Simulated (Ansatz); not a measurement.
# C₂H₆ClInO: up Jacob's ladder to CCSD(T)

An exercise on one series of results from a longer session: the logs are not shown, and one member is left open.

The runs use Ansatz 0.2.0, Gaussian basis; functionals in def2-TZVPP, the program's frozen cores in correlated methods.

Plan: LDA (SPW92), PBE-D4, revPBE-D4, BLYP-D4, r2SCAN-D4, B97M-V, PBE0-D4, B3LYP-D4, r2SCANh-D4, r2SCAN0-D4, HSE06-D4, BHLYP-D4, CAM-B3LYP-D4, LC-ωPBE, ωB97X-V, ωB97M-V, B2PLYP, PBE-QIDH; CCSD(T)/def2-SVP; CCSD(T)/def2-TZVPP; MP2/def2-QZVPP; extrapolation to the limit; RPA on PBE.

## The geometry

All runs share one geometry, relaxed beforehand with PBE0-D4 in a triple-zeta def2 set. In takes the def2 core potential; no spin-orbit term is included.

SMILES `CC[O][InH][Cl]`, 11 atoms, charge 0, spin multiplicity 1.

Atoms are counted from 1 here; the program's logs count them from 0.

Bond lengths: C1–C2 1.513 Å, C1–H6 1.092 Å, C1–H7 1.093 Å, C1–H8 1.095 Å, C2–O3 1.410 Å, C2–H9 1.097 Å, C2–H10 1.098 Å, O3–In4 1.965 Å, In4–Cl5 2.334 Å, In4–H11 1.689 Å. Angles: C2–C1–H6 110.5°, C2–C1–H7 110.8°, C2–C1–H8 110.7°, H6–C1–H7 108.5°, H6–C1–H8 108.6°, H7–C1–H8 107.6°, C1–C2–O3 112.1°, C1–C2–H9 109.8°, C1–C2–H10 109.5°, O3–C2–H9 106.7°, O3–C2–H10 111.6°, H9–C2–H10 107.0°, C2–O3–In4 122.7°, O3–In4–Cl5 110.4°, O3–In4–H11 126.1°, Cl5–In4–H11 123.5°.

Set-up of the first run:

in.yaml reads:

```yaml
crystal:
  periodic: [false, false, false]
  atoms:
    - {symbol: C, position_ang: [-0.841896, 0.919430, 0.808268]}
    - {symbol: C, position_ang: [-0.896427, -0.432436, 0.131276]}
    - {symbol: O, position_ang: [0.295817, -1.164313, 0.310556]}
    - {symbol: In, position_ang: [1.905708, -0.853474, -0.772912]}
    - {symbol: Cl, position_ang: [1.449502, 0.656293, -2.493209]}
    - {symbol: H, position_ang: [-0.601564, 0.806856, 1.867759]}
    - {symbol: H, position_ang: [-1.802001, 1.435873, 0.723474]}
    - {symbol: H, position_ang: [-0.081343, 1.554680, 0.343153]}
    - {symbol: H, position_ang: [-1.704270, -1.033275, 0.566866]}
    - {symbol: H, position_ang: [-1.133248, -0.300109, -0.933015]}
    - {symbol: H, position_ang: [3.409743, -1.589526, -0.552217]}
basis:
  gaussian: {orbitals: def2-TZVPP}
hamiltonian: {xc: lda}
output: {orbitals: {seedname: orbitals}}
```

Launch:

```bash
$ ansatz run in.yaml --threads 4 --pin off --events-out ev --progress --plain --max-ram 10444MiB
```

Among the steps run: LDA; PBE-D4 (GGA); revPBE-D4 (GGA); BLYP-D4 (GGA); r2SCAN-D4 (meta-GGA); B97M-V (meta-GGA); B3LYP-D4 (hybrid); r2SCANh-D4 (hybrid); r2SCAN0-D4 (hybrid); HSE06-D4 (hybrid); BHLYP-D4 (hybrid); CAM-B3LYP-D4 (range-separated); LC-ωPBE (range-separated); ωB97X-V (range-separated); ωB97M-V (range-separated); B2PLYP (double hybrid); PBE-QIDH (double hybrid).

One of the session's tables, all rows but one given; the rest of the session is left out.

It belongs to the step «Orbital energies across the functionals». 

| functional | HOMO (eV) | LUMO (eV) | gap (eV) |
| --- | --- | --- | --- |
| LDA (SPW92) | -6.55 | -2.48 | 4.07 |
| PBE-D4 | -6.35 | -2.21 | 4.15 |
| revPBE-D4 | -6.27 | -2.09 | 4.18 |
| BLYP-D4 | -6.26 | -2.18 | 4.08 |
| r2SCAN-D4 | -6.63 | -1.96 | 4.66 |
| B97M-V | -6.76 | -2.22 | 4.54 |
| PBE0-D4 | -7.80 | -1.50 | 6.30 |
| B3LYP-D4 | -7.57 | -1.78 | 5.80 |
| r2SCANh-D4 | -7.17 | -1.71 | 5.47 |
| r2SCAN0-D4 | -8.01 | -1.35 | 6.66 |
| HSE06-D4 | -7.39 | -1.86 | 5.53 |
| BHLYP-D4 | -9.22 | -0.89 | 8.34 |
| CAM-B3LYP-D4 | ? | ? | ? |
| LC-ωPBE | -10.57 | 0.41 | 10.98 |
| ωB97X-V | -10.24 | 0.26 | 10.51 |
| ωB97M-V | -10.18 | -0.03 | 10.15 |

Estimate the missing values for CAM-B3LYP-D4.

**Answer.** HOMO (eV): -9.24; LUMO (eV): -0.71; gap (eV): 8.53. In the column «HOMO (eV)» it lies between ωB97M-V (-10.18) and BHLYP-D4 (-9.22).
